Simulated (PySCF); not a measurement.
# C₃H₈N₂Si: electronic excitations and core binding energies

What electronic excitations and core binding energies should C₃H₈N₂Si (`C=C1CN[Si@H]1N`) show?

Computed with PySCF 2.14.0, with density-fitted response routines of our own, on a single molecule in the gas phase. Atoms are numbered from 0 throughout.

## Step 1: The starting structure

14 atoms, charge 0, multiplicity 1; geometry from: GFN2-xTB.

Bonds of the start (Å): C0–C1 1.32, C1–C2 1.51, C2–N3 1.46, N3–Si4 1.73, Si4–N5 1.72, Si4–C1 1.89, C0–H6 1.08, C0–H7 1.08, C2–H8 1.10, C2–H9 1.10, N3–H10 1.01, Si4–H11 1.46, N5–H12 1.01, N5–H13 1.00.

## Step 2: Excited states and response: wB97X-D/def2-SVPD

The job: settings as JSON, then the geometry in Å.

```
{"job": {"kind": "uv", "xc": "wB97X-D", "basis": "def2-SVPD", "nstates": 8, "ntriplets": 3}, "charge": 0, "multiplicity": 1}
C     -1.482998     1.499422     0.762559
C     -0.757694     0.416209     0.575738
C     -1.190601    -0.956080     0.129587
N      0.158160    -1.493837     0.005230
Si     1.036856    -0.170958     0.690848
N      2.211598     0.661743    -0.243159
H     -2.552216     1.514245     0.602910
H     -1.037370     2.426017     1.083911
H     -1.734130    -0.971795    -0.821867
H     -1.798253    -1.469859     0.884521
H      0.296583    -2.483892    -0.110964
H      1.641139    -0.342632     2.011135
H      2.019099     0.899691    -1.202053
H      3.189149     0.471253    -0.110537
```

Method: TDDFT wB97X-D/def2-SVPD, vertical, gas phase, core orbitals frozen in the response.

On the command line:

```
$ OMP_NUM_THREADS=1 python probes_run.py task.json out
```

This one command runs all jobs of the session in turn.

What it wrote:

```text
coarse grid: 11968 points
cycle   1  E = -517.6845289190  dE =  8.941e-01  |g| = 4.873e-01  |ddm| = 5.483e+00
cycle   2  E = -517.7009687493  dE = -1.644e-02  |g| = 4.480e-01  |ddm| = 1.572e+00
cycle   3  E = -517.7434412122  dE = -4.247e-02  |g| = 4.270e-02  |ddm| = 6.046e-01
cycle   4  E = -517.7438899141  dE = -4.487e-04  |g| = 2.259e-02  |ddm| = 1.801e-01
cycle   5  E = -517.7440243765  dE = -1.345e-04  |g| = 5.120e-03  |ddm| = 6.775e-02
cycle   6  E = -517.7440311033  dE = -6.727e-06  |g| = 2.005e-03  |ddm| = 2.626e-02
final grid: 110512 points
cycle   7  E = -517.8114044146  dE = -6.947e-05  |g| = 7.637e-03  |ddm| = 1.445e-01
cycle   8  E = -517.8114048804  dE = -4.658e-07  |g| = 7.692e-03  |ddm| = 2.515e-02
cycle   9  E = -517.8114171149  dE = -1.223e-05  |g| = 3.800e-04  |ddm| = 1.109e-02
cycle  10  E = -517.8114171671  dE = -5.229e-08  |g| = 1.816e-04  |ddm| = 3.350e-03
cycle  11  E = -517.8114171767  dE = -9.542e-09  |g| = 6.375e-05  |ddm| = 1.060e-03
cycle  12  E = -517.8114171780  dE = -1.327e-09  |g| = 2.146e-05  |ddm| = 4.306e-04
cycle  13  E = -517.8114171782  dE = -1.894e-10  |g| = 6.863e-06  |ddm| = 1.646e-04
converged SCF energy = -517.8114171782

Static polarisability (au): isotropic 75.612, principal 61.224 77.128 88.485

Singlet excitations
state   eV       nm        f      main configurations
  1   5.7739    214.7   0.00262   H->L 0.94
  2   6.2982    196.9   0.00251   H-2->L 0.56, H-3->L 0.30
  3   6.4153    193.3   0.01443   H->L+1 0.56, H->L+2 0.28, H->L+3 0.10
  4   6.9350    178.8   0.04302   H->L+3 0.41, H->L+2 0.11, H->L+4 0.10
  5   6.9680    177.9   0.15535   H-1->L 0.25, H->L+2 0.22, H-3->L 0.15
  6   7.0507    175.8   0.27676   H-1->L 0.54, H-2->L 0.14
  7   7.3380    169.0   0.01843   H->L+1 0.25, H->L+3 0.23, H->L+2 0.16
  8   7.5179    164.9   0.05665   H-1->L+2 0.72, H-1->L+1 0.09

Triplet excitations (Tamm-Dancoff, eV): 4.3113 5.4483 5.7460
```

Wall time 62 s (1 thread of Arm Neoverse N1, shared host); peak memory 0.77 GiB.

Frontier orbitals and where they lie:

| orbital | eV | atoms |
| --- | --- | --- |
| HOMO−3 | -10.05 | N5 24 %, C1 20 %, Si4 16 % |
| HOMO−2 | -9.58 | N5 37 %, C1 16 %, Si4 13 % |
| HOMO−1 | -9.29 | C0 35 %, C1 34 %, N5 7 % |
| HOMO | -8.49 | N3 53 %, C2 13 %, Si4 8 % |
| LUMO | 1.62 | C0 26 %, C1 24 %, Si4 15 % |
| LUMO+1 | 2.38 | Si4 36 %, H13 8 %, C0 8 % |
| LUMO+2 | 2.64 | C0 21 %, Si4 18 %, H11 10 % |

With each of the 8 states as a Gaussian band of 0.4 eV half-width at 1/e, the curve within the window shown has maxima at 177 nm (ε 20,000) L/(mol cm). Beyond the last state computed it falls off for lack of states. The curve at chosen wavelengths:

| nm | ε (L/mol/cm) |
| --- | --- |
| 159 | 1849 |
| 162 | 3683 |
| 165 | 6542 |
| 169 | 12047 |
| 172 | 16483 |
| 175 | 19454 |
| 178 | 19678 |
| 182 | 15878 |
| 185 | 11587 |
| 188 | 7587 |
| 191 | 4595 |
| 195 | 2237 |
| 198 | 1327 |
| 201 | 826 |
| 204 | 542 |
| 208 | 333 |
| 211 | 244 |
| 214 | 187 |
| 217 | 148 |
| 221 | 109 |
| 224 | 85 |
| 227 | 64 |
| 230 | 46 |
| 234 | 28 |
| 237 | 18 |
| 240 | 11 |

Leading natural transition orbitals of singlet state 6: the hole lies on C0, C1 about 36 % each; the particle on C1 25 %; C0 19 %; H6 12 %.

Leading natural transition orbitals of singlet state 1: the hole lies on N3 56 %; H8 9 %; H9, H10, H11 about 7 % each; the particle on C0, C1 about 23 % each; Si4 9 %; H6, H10, H11 about 8 % each.

Ground-state properties from the same run:

| property | computed |
| --- | --- |
| dipole moment (D) | 1.27 |
| polarisability (Å³) | 11.20 |
| HOMO–LUMO gap (eV) | 10.11 |
| −ε(HOMO) (eV) | 8.49 |

Orbitals, density, ELF and potential are computed afterwards from the orbital file.

Frontier orbitals at wB97X-D/def2-SVPD, with the share of their density that lies nearest to each atom:

| orbital | energy (eV) | lies on |
| --- | --- | --- |
| HOMO | -8.49 | N3 56 %; H8, H9, H10 about 8 % each |
| LUMO | 1.62 | C0, C1 about 22 % each; H6, H11 about 8 % each; Si4 7 % |

ELF in a plane through or near 8 of the atoms.

Ten even steps from '0' (0.00) to '9' (1.00):
```
0000000000000000000000000000
0000000000000000000000000000
0000000000000000000000000000
0000000000047630000000000000
0000000000389971000000000000
0000000000289971013310000000
0000000000157665478840000000
0000000000475168279840000000
0000001222378654136410000000
0000155467021237983000000000
0000799878311991252011000000
0001799878835884785899700000
0000367789721335721999910000
0000002688510004855899700000
0000001455200029998222100000
0000000000000039998100000000
0000000000000005884000000000
0000000000000000000000000000
0000000000000000000000000000
0000000000000000000000000000
```
The map spans 11.6 Å across and 10.2 Å up, centred on the molecule. Atoms in the plane (x, y in Å): C0 (1.6, -1.5), C1 (0.8, -0.4), C2 (1.1, 1.0), N3 (-0.3, 1.5), H6 (2.6, -1.4), H7 (1.2, -2.4), H10 (-0.4, 2.5), H13 (-3.2, -0.6).

log10 of the density (e/Å³) in the same plane.

Ten even steps from ' ' (-4.0) to '@' (1.0):
```
                                                        
                                                        
                    ....::::::..                        
                  ..--========--::::....                
                ..--==**##****++==------::..            
              ..::--++**%%%%##**++++++==--::..          
            ..::--==++##%%%%%%########**==--::          
        ..::----==++**##%%@@%%%%%%%%##**++--::          
      ..::--====++****##%%%%%%%%@@%%##**==--::          
    ..::--++++****####%%######%%%%##**++==--::..        
    ..--++**##%%%%%%##%%####%%@@@@##**++++==--::        
    ..--++**##%%%%%%##****####%%%%%%####**++==::..      
    ..::==++**######****++****##%%@@%%%%##**==--..      
      ..::====++****++======++**%%%%%%####**==--..      
        ..::--======------==++**##%%##**++==--::        
          ..::::::::::::::--==++******==----::..        
                        ..::--========--::..            
                            ..::::::::..                
                                                        
                                                        
```
The map spans 11.6 Å across and 10.2 Å up, centred on the molecule. Atoms in the plane (x, y in Å): C0 (1.6, -1.5), C1 (0.8, -0.4), C2 (1.1, 1.0), N3 (-0.3, 1.5), H6 (2.6, -1.4), H7 (1.2, -2.4), H10 (-0.4, 2.5), H13 (-3.2, -0.6).

On the surface of density 0.002 e/bohr³ the electrostatic potential runs, from the 1st to the 99th percentile, from -1.13 V near N5 to 1.50 V near H13.

## Step 3: Core holes by ΔSCF: SCAN, X2C

Same as in step 2 but for these lines:

```diff
@@ -1,2 +1,2 @@
-{"job": {"kind": "uv", "xc": "wB97X-D", "basis": "def2-SVPD", "nstates": 8, "ntriplets": 3}, "charge": 0, "multiplicity": 1}
+{"job": {"kind": "xps"}, "charge": 0, "multiplicity": 1}
 C     -1.482998     1.499422     0.762559
```

Level: delta-SCF UKS SCAN, pcX-2 on the ionised atom, pcseg-1 elsewhere, spin-free X2C.

What it wrote:

```text
ground state, core basis on atom 0 (C), 159 functions
  cycle   1  E = -518.51480941  |g| = 6.87e-01
  cycle   2  E = -518.37048021  |g| = 1.01e+00
  cycle   3  E = -518.62358736  |g| = 1.22e-01
  cycle   4  E = -518.62645934  |g| = 6.68e-02
  cycle   5  E = -518.62753914  |g| = 1.92e-02
  cycle   6  E = -518.62762573  |g| = 7.60e-03
  cycle   7  E = -518.62764067  |g| = 1.63e-03
  cycle   8  E = -518.62764187  |g| = 8.90e-04
  cycle   9  E = -518.62764075  |g| = 2.59e-04
  E(ground) = -518.67329590 Eh
hole in C 1s of atom 0
  cycle   1  E = -507.39712399  |g| = 1.51e+00
  cycle   2  E = -505.55079098  |g| = 2.17e+00
  cycle   3  E = -507.57687575  |g| = 8.93e-01
  cycle   4  E = -507.92592838  |g| = 3.31e-01
  cycle   5  E = -507.96541368  |g| = 1.68e-01
  cycle   6  E = -507.97782744  |g| = 4.09e-02
  cycle   7  E = -507.97861960  |g| = 1.09e-02
  cycle   8  E = -507.97868360  |g| = 6.25e-03
  cycle   9  E = -507.97870903  |g| = 2.65e-03
  cycle  10  E = -507.97871557  |g| = 1.66e-03
  cycle  11  E = -507.97871833  |g| = 9.50e-04
  cycle  12  E = -507.97871878  |g| = 4.96e-04
  E(ion) = -508.02350093 Eh   <S^2> = 0.7841   hole on atom = 1.000   binding energy = 289.796 eV
ground state, core basis on atom 1 (C), 159 functions
  cycle   1  E = -518.62925076  |g| = 6.33e-02
  cycle   2  E = -518.62847924  |g| = 6.21e-02
  cycle   3  E = -518.62904844  |g| = 4.11e-02
  cycle   4  E = -518.62948902  |g| = 7.44e-03
  cycle   5  E = -518.62950258  |g| = 1.40e-03
  cycle   6  E = -518.62950394  |g| = 3.54e-04
  E(ground) = -518.67545845 Eh
hole in C 1s of atom 1
  cycle   1  E = -507.40056111  |g| = 1.52e+00
  cycle   2  E = -504.92129703  |g| = 2.35e+00
  cycle   3  E = -507.56120736  |g| = 8.78e-01
  cycle   4  E = -507.92682615  |g| = 3.67e-01
  cycle   5  E = -507.97270094  |g| = 1.80e-01
  cycle   6  E = -507.98603288  |g| = 6.76e-02
  cycle   7  E = -507.98840008  |g| = 1.90e-02
  cycle   8  E = -507.98861471  |g| = 1.22e-02
  cycle   9  E = -507.98872993  |g| = 5.64e-03
  cycle  10  E = -507.98880047  |g| = 3.61e-03
  cycle  11  E = -507.98884356  |g| = 2.53e-03
  cycle  12  E = -507.98886524  |g| = 1.23e-03
  cycle  13  E = -507.98886866  |g| = 6.39e-04
  cycle  14  E = -507.98886993  |g| = 2.97e-04
  E(ion) = -508.03359337 Eh   <S^2> = 0.8261   hole on atom = 1.000   binding energy = 289.580 eV
ground state, core basis on atom 2 (C), 159 functions
  cycle   1  E = -518.62806964  |g| = 5.87e-02
  cycle   2  E = -518.62781867  |g| = 3.67e-02
  cycle   3  E = -518.62769203  |g| = 4.21e-02
  cycle   4  E = -518.62816313  |g| = 6.33e-03
  cycle   5  E = -518.62817450  |g| = 6.78e-04
  cycle   6  E = -518.62817529  |g| = 1.97e-04
  E(ground) = -518.67329263 Eh
hole in C 1s of atom 2
  cycle   1  E = -507.36348067  |g| = 1.51e+00
  cycle   2  E = -505.20175736  |g| = 2.53e+00
  cycle   3  E = -507.65904433  |g| = 7.32e-01
  cycle   4  E = -507.82919742  |g| = 4.63e-01
  cycle   5  E = -507.92309218  |g| = 1.23e-01
  cycle   6  E = -507.92793006  |g| = 7.00e-02
  cycle   7  E = -507.93042625  |g| = 1.41e-02
  cycle   8  E = -507.93053516  |g| = 6.77e-03
  cycle   9  E = -507.93056146  |g| = 3.44e-03
  cycle  10  E = -507.93057054  |g| = 1.77e-03
  cycle  11  E = -507.93057481  |g| = 6.82e-04
  cycle  12  E = -507.93057603  |g| = 4.15e-04
  E(ion) = -507.97429151 Eh   <S^2> = 0.7725   hole on atom = 1.000   binding energy = 291.135 eV
ground state, core basis on atom 3 (N), 159 functions
  cycle   1  E = -518.64151167  |g| = 7.43e-02
  cycle   2  E = -518.64142169  |g| = 2.91e-02
  cycle   3  E = -518.64133028  |g| = 3.59e-02
  cycle   4  E = -518.64159417  |g| = 5.09e-03
  cycle   5  E = -518.64160282  |g| = 7.80e-04
  cycle   6  E = -518.64159995  |g| = 3.26e-04
  E(ground) = -518.68527096 Eh
hole in N 1s of atom 3
  cycle   1  E = -503.08920827  |g| = 1.87e+00
  cycle   2  E = -502.25123595  |g| = 2.18e+00
  cycle   3  E = -503.69767750  |g| = 5.00e-01
  cycle   4  E = -503.72199806  |g| = 3.91e-01
  cycle   5  E = -503.80144377  |g| = 8.68e-02
  cycle   6  E = -503.80465337  |g| = 4.03e-02
  cycle   7  E = -503.80544188  |g| = 9.28e-03
  cycle   8  E = -503.80547282  |g| = 5.32e-03
  cycle   9  E = -503.80548875  |g| = 1.14e-03
  cycle  10  E = -503.80548951  |g| = 4.27e-04
  E(ion) = -503.84795106 Eh   <S^2> = 0.7653   hole on atom = 1.000   binding energy = 403.744 eV
ground state, core basis on atom 4 (Si), 170 functions
  cycle   1  E = -518.73110331  |g| = 2.89e-01
  cycle   2  E = -518.73102904  |g| = 5.44e-02
  cycle   3  E = -518.73048027  |g| = 6.41e-02
  cycle   4  E = -518.73132393  |g| = 2.43e-02
  cycle   5  E = -518.73147416  |g| = 2.95e-03
  cycle   6  E = -518.73147771  |g| = 6.43e-04
  cycle   7  E = -518.73147617  |g| = 1.27e-04
  E(ground) = -518.73520485 Eh
hole in Si 1s of atom 4
  cycle   1  E = -449.80990937  |g| = 4.35e+00
  cycle   2  E = -449.59939519  |g| = 2.30e+00
  cycle   3  E = -450.16725754  |g| = 1.08e+00
  cycle   4  E = -450.75555129  |g| = 4.46e-01
  cycle   5  E = -450.82909149  |g| = 2.61e-01
  cycle   6  E = -450.86502550  |g| = 6.34e-02
  cycle   7  E = -450.86642221  |g| = 3.57e-02
  cycle   8  E = -450.86696909  |g| = 1.14e-02
  cycle   9  E = -450.86702532  |g| = 4.14e-03
  cycle  10  E = -450.86703481  |g| = 1.44e-03
  cycle  11  E = -450.86703583  |g| = 4.44e-04
  E(ion) = -450.87885854 Eh   <S^2> = 0.7521   hole on atom = 1.000   binding energy = 1846.465 eV
hole in Si 2p of atom 4
  cycle   1  E = -514.47164458  |g| = 1.24e+00
  cycle   2  E = -514.11037430  |g| = 1.30e+00
  cycle   3  E = -514.67693609  |g| = 4.57e-01
  cycle   4  E = -514.78033967  |g| = 1.83e-01
  cycle   5  E = -514.79367035  |g| = 9.08e-02
  cycle   6  E = -514.79785737  |g| = 2.89e-02
  cycle   7  E = -514.79825513  |g| = 8.76e-03
  cycle   8  E = -514.79827900  |g| = 4.94e-03
  cycle   9  E = -514.79829177  |g| = 9.16e-04
  cycle  10  E = -514.79829051  |g| = 6.17e-04
  cycle  11  E = -514.79829237  |g| = 1.81e-04
  E(ion) = -514.81340678 Eh   <S^2> = 0.7524   hole on atom = 1.003   binding energy = 106.718 eV
  2p3/2 = 106.494 eV   2p1/2 = 107.117 eV
ground state, core basis on atom 5 (N), 159 functions
  cycle   1  E = -518.64146596  |g| = 7.74e-02
  cycle   2  E = -518.64138892  |g| = 3.39e-02
  cycle   3  E = -518.64140369  |g| = 3.40e-02
  cycle   4  E = -518.64165207  |g| = 6.51e-03
  cycle   5  E = -518.64166099  |g| = 1.76e-03
  cycle   6  E = -518.64166272  |g| = 4.45e-04
  E(ground) = -518.68525822 Eh
hole in N 1s of atom 5
  cycle   1  E = -503.07788667  |g| = 1.86e+00
  cycle   2  E = -501.65183672  |g| = 2.31e+00
  cycle   3  E = -503.57090969  |g| = 6.46e-01
  cycle   4  E = -503.64649358  |g| = 5.09e-01
  cycle   5  E = -503.76643342  |g| = 1.55e-01
  cycle   6  E = -503.77687499  |g| = 6.63e-02
  cycle   7  E = -503.77916958  |g| = 2.05e-02
  cycle   8  E = -503.77935127  |g| = 8.09e-03
  cycle   9  E = -503.77938671  |g| = 1.77e-03
  cycle  10  E = -503.77938945  |g| = 7.79e-04
  cycle  11  E = -503.77938958  |g| = 2.75e-04
  E(ion) = -503.82235958 Eh   <S^2> = 0.7643   hole on atom = 1.000   binding energy = 404.440 eV
```

Run time: 2.5 min. Hardware: 1 thread of Arm Neoverse N1, shared host; peak memory 0.6 GiB.

The holes in one table. −ε is the ground-state orbital energy:

| hole | stands for | environment | ΔSCF (eV; 2p as the shell's mean) | −ε (eV) | ⟨S²⟩ |
| --- | --- | --- | --- | --- | --- |
| C1s on C0 | C0 | terminal =CH2 carbon | 289.80 | 273.2 | 0.784 |
| C1s on C1 | C1 | fully substituted alkene carbon | 289.58 | 273.2 | 0.826 |
| C1s on C2 | C2 | allylic sp3 CH2 bonded to N | 291.13 | 274.2 | 0.773 |
| N1s on N3 | N3 | nitrogen bonded to C, Si, H, in a 4-membered ring | 403.74 | 385.1 | 0.765 |
| Si1s on Si4 | Si4 | silicon bonded to C, 2 N, H, in a 4-membered ring | 1846.47 | 1793.3 | 0.752 |
| Si2p on Si4 | Si4 | silicon bonded to C, 2 N, H, in a 4-membered ring | 106.70 | 96.0 | 0.752 |
| N1s on N5 | N5 | nitrogen bonded to Si, 2 H | 404.44 | 385.4 | 0.764 |

With the spin-orbit splitting: Si4 2p3/2 106.49, 2p1/2 107.12 eV. The table gives each 2p level as the mean over the whole 2p shell (two parts 2p3/2, one part 2p1/2), which differs a little from the single hole in the log.

## Step 4: What came out

| quantity | value |
| --- | --- |
| lowest singlet (wB97X-D/def2-SVPD) | 5.77 eV (215 nm), f = 0.003 |
| brightest single state of those computed | state 6, 7.05 eV, f = 0.277 |
| lowest triplet | 4.31 eV |
| surface potential, 1st and 99th percentile | -1.13 V and 1.50 V |
| C1s binding energies, SCAN/pcX-2 | C2 291.13, C0 289.80, C1 289.58 eV |
| N1s binding energies, SCAN/pcX-2 | N5 404.44, N3 403.74 eV |
| Si1s binding energies, SCAN/pcX-2 | Si4 1846.47 eV |
| Si2p binding energies, SCAN/pcX-2 | Si4 106.70 eV |

**Reading.** The first singlet state (HOMO→LUMO 0.94) lies at 5.77 eV and is weak; of the 8 states computed, the strongest absorption comes from state 6 at 7.05 eV. The lowest triplet lies 1.46 eV below the lowest singlet (triplets in Tamm-Dancoff, singlets in full TDDFT). The C1s levels kept as sound span 1.55 eV, from C1 (fully substituted alkene carbon) up to C2 (allylic sp3 CH2 bonded to N). N5 (nitrogen bonded to Si, 2 H) binds its N1s electron 0.70 eV more tightly than N3 (nitrogen bonded to C, Si, H, in a 4-membered ring).
